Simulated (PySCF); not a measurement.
**BOBr: stationary points from several starts**

Aim: find the stationary points of BOBr from linear and bent starts in the singlet state, tell minima from saddle points, and describe the lowest.

Computed with PySCF 2.14.0. Level: PBE0, basis B def2-TZVP, O def2-TZVP, Br def2-TZVP, no relativity, density fitting.

## Step 1: Where the work starts

3 atoms, charge 0, spin multiplicity 1.

Bond lengths: B1–O2 1.350 Å, B1–Br3 1.990 Å. Angles: O2–B1–Br3 180.0°.

Coordinates in bohr (charge 0 multiplicity 1):
```
B     0.0000    0.0000   -2.4166
O     0.0000    0.0000   -4.9677
Br    0.0000    0.0000    1.3440
```

## Step 2: Relaxing the singlet from the linear start

One driver script runs all steps and calls PySCF; scf.py shows how it sets up the SCF of each step. The optimiser is the driver's own. Before each start the driver seeks the lowest SCF state from one or more starting densities and follows internal instabilities, so scf.py alone need not reach the same state.

The program finds C∞v symmetry in the start, which this walk keeps.

Input file scf.py:

```python
from pyscf import gto, scf, dft
mol = gto.M(atom='''
B      0.000000    -0.000000    -1.278806
O      0.000000    -0.000000    -2.628806
Br     0.000000     0.000000     0.711194''',
    basis={'B': 'def2-TZVP', 'O': 'def2-TZVP', 'Br': 'def2-TZVP'},
    charge=0, spin=0)
mf = dft.RKS(mol, xc='PBE0')
mf.grids.atom_grid = (50, 194)
aux = {'B': 'def2-universal-JKFIT', 'O': 'def2-universal-JKFIT', 'Br': 'def2-universal-JKFIT'}
mf = mf.density_fit(auxbasis=aux)
mf.kernel()
```

The optimiser's trace:

| step | energy (Eh) | change (kJ/mol) | largest symmetric gradient (Eh/bohr) |
| --- | --- | --- | --- |
| 0 | -2673.893799 | 0.00 | 0.16776 |
| 1 | -2673.924150 | -79.69 | 0.12160 |
| 2 | -2673.929405 | -93.48 | 0.03425 |
| 3 | -2673.930084 | -95.27 | 0.00569 |
| 4 | -2673.930098 | -95.30 | 0.00120 |
| 5 | -2673.930099 | -95.31 | 0.00005 |

The walk needed 5 s of wall time on 4 threads, shared host.

After 5 steps and 95.3 kJ/mol it ends at C∞v: B–Br 1.835 Å, B–O 1.203 Å; Br–B–O 180.0°.

## Step 3: Hessian and properties

The point is checked on the finer grid, and tightened if its gradient asks for it. The Hessian and the dipole derivatives come from central differences of analytic gradients, with steps of 0.01 bohr.

scf.py, as its differences from that of step 2:

```diff
@@ -3,3 +3,3 @@
-B      0.000000    -0.000000    -1.278806
-O      0.000000    -0.000000    -2.628806
-Br     0.000000     0.000000     0.711194''',
+B      0.000000    -0.000000    -1.185579
+O      0.000000    -0.000000    -2.388659
+Br    -0.000000     0.000000     0.649551''',
@@ -9 +9 @@
-mf.grids.atom_grid = (50, 194)
+mf.grids.atom_grid = (75, 302)
```

The driver hands on the density of the step before, so the log starts near convergence.

SCF at the final geometry:

```text
init E= -2673.93002769374
  HOMO = -0.353246839110973  LUMO = -0.0152748277864503  gap/eV = 9.19669
cycle= 1 E= -2673.93002769373  delta_E= 1e-11  |g|= 9.22e-06  |ddm|= 1.14e-05
  HOMO = -0.353246509774069  LUMO = -0.0152755167060636  gap/eV = 9.19666
Extra cycle  E= -2673.9300276937  delta_E= 2.82e-11  |g|= 1.47e-05  |ddm|= 1.53e-05
converged SCF energy = -2673.9300276937
```

The whole step took 12 s.

Geometry: C∞v; B–Br 1.835 Å, B–O 1.203 Å; Br–B–O 180.0°.

Harmonic modes (main isotopes):

```
symmetry  ω (cm⁻¹)  IR (km/mol)  μ (u)
       π       386         51.6  11.92
      σ+       554          5.2  17.67
      σ+      2007          310  12.33
```

Every mode is real; the point is a minimum.

Constants and moments:

```
Dipole moment                                                   : 2.98 D
Highest occupied level                                          : -9.61 eV
Lowest empty level                                              : -0.42 eV
Rotational constants                                            : 0.1204 cm⁻¹
Zero-point energy                                               : 19.9 kJ/mol
Principal polarisabilities                                      : 25.3, 25.3, 46.7 bohr³
Atomisation energy without zero-point energy                    : 1263 kJ/mol
Principal traceless quadrupole moments about the centre of mass : -7.71, 3.86, 3.86 D Å
Entropy at 298.15 K and 1 bar                                   : 248.0 J/(mol K)
Heat capacity Cp at 298.15 K                                    : 46.4 J/(mol K)
Enthalpy at 298.15 K above 0 K                                  : 10.87 kJ/mol
Rotational symmetry number                                      : 1
```

Populations by atom (charges in e):

| atom | Mulliken | Löwdin | polar tensor | Mayer order to B1 |
| --- | --- | --- | --- | --- |
| B1 | 0.14 | -0.92 | 0.83 | – |
| O2 | -0.17 | 0.25 | -0.67 | 2.44 |
| Br3 | 0.03 | 0.67 | -0.15 | 1.39 |

Outer orbital energies (eV). occupied: -27.89, -23.54, -13.67, -11.97, -11.14, -11.14, -9.61, -9.61; empty: -0.42, 0.22, 0.22, 1.80.

Mulliken populations on B1: s 2.82, p 1.80, d 0.21, f 0.04.

## Step 4: Relaxing the singlet from the bent start

The program finds Cs symmetry in the start, which this walk keeps. Threshold on the gradient: 0.0003 Eh/bohr, with a further test on the energy change.

scf.py, as its differences from that of step 3:

```diff
@@ -3,3 +3,3 @@
-B      0.000000    -0.000000    -1.185579
-O      0.000000    -0.000000    -2.388659
-Br    -0.000000     0.000000     0.649551''',
+B     -1.047520     0.000000    -0.967332
+O     -2.153420     0.000000    -0.193032
+Br     0.582580     0.000000     0.174068''',
@@ -9 +9 @@
-mf.grids.atom_grid = (75, 302)
+mf.grids.atom_grid = (50, 194)
```

The optimiser's trace:

| step | energy (Eh) | change (kJ/mol) | largest symmetric gradient (Eh/bohr) |
| --- | --- | --- | --- |
| 0 | -2673.833315 | 0.00 | 0.15617 |
| 1 | -2673.889797 | -148.29 | 0.06351 |
| 2 | -2673.910851 | -203.57 | 0.11057 |
| 3 | -2673.921331 | -231.09 | 0.04684 |
| 4 | -2673.928944 | -251.07 | 0.01677 |
| 5 | -2673.929963 | -253.75 | 0.00651 |
| 6 | -2673.930104 | -254.12 | 0.00073 |
| 7 | -2673.930106 | -254.12 | 0.00209 |
| 8 | -2673.930108 | -254.13 | 0.00060 |
| 9 | -2673.930109 | -254.13 | 0.00005 |

The walk took 8.9 s.

After 9 steps and 254.1 kJ/mol it ends at C∞v: B–Br 1.835 Å, B–O 1.203 Å; Br–B–O 180.0°.

## Step 5: Summary of results

| quantity | value |
| --- | --- |
| lowest minimum | singlet, C∞v |
| geometry | B–Br 1.835 Å, B–O 1.203 Å; Br–B–O 180.0° |
| wavenumbers (cm⁻¹) | 386 (π), 554 (σ+), 2007 (σ+) |
| dipole moment | 2.98 D |
| highest occupied, lowest empty level | -9.61, -0.42 eV |
| polar-tensor charge of B1 | +0.83 e |
| zero-point energy | 19.9 kJ/mol |
| entropy at 298.15 K | 248.0 J/(mol K) |
| atomisation energy (no zero-point energy) | 1263 kJ/mol |

What this shows: The lowest minimum found is the singlet of C∞v symmetry. The strongest infrared band lies at 2007 cm⁻¹ (σ+). A search over typed starts can miss a lower isomer.

The search up to here took 27 s.
